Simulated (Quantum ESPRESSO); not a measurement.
**HfRu3 under changes of volume**

One of the cells (15.475 Å³/atom); the others are scaled copies at fixed shape and fractional positions:

```
Hf Ru
1.0
     3.95577    0.00000    0.00000
     0.00000    3.95577    0.00000
     0.00000    0.00000    3.95577
Hf Ru
1 3
Direct
  0.00000 0.00000 0.00000
  0.00000 0.50000 0.50000
  0.50000 0.00000 0.50000
  0.50000 0.50000 0.00000
```

The cell comes from a database or a generator and needn't be the stable form of this composition.

```yaml
Program: Quantum ESPRESSO 7.5
Functional: PBE
Potentials_or_basis: SSSP 1.3 efficiency PBE
Cutoff: 816 eV
Density_cutoff: 3265 eV
k_mesh: 7 × 7 × 7
Occupations: fermi-dirac, width 0.05 eV
Spin: no spin polarisation
```

```csv
volume (Å³/atom),energy over the lowest point (meV/atom),pressure (GPa)
14.547,37.03,14.9
14.856,14.07,8.8
15.166,2.12,3.5
15.475,0.00,-1.3
15.785,6.71,-5.7
16.094,?,?
16.404,42.98,-13.0
```

Problem. What does the run at 16.094 Å³/atom give?

Solution. Energy over the lowest point 21.31 meV/atom; pressure -9.5 GPa.

Worked out: A Birch-Murnaghan fit of order 3 (a polynomial in V^(-2/3)) to the other rows has its minimum at 15.39 Å³/atom with B0 = V·E''(V) = 234 GPa and B' = 4.5. It gives 21.29 meV/atom at 16.094 Å³/atom, against the run's 21.31, and -dE/dV = -9.4 GPa, against -9.5.

Energies are extrapolated to zero smearing.
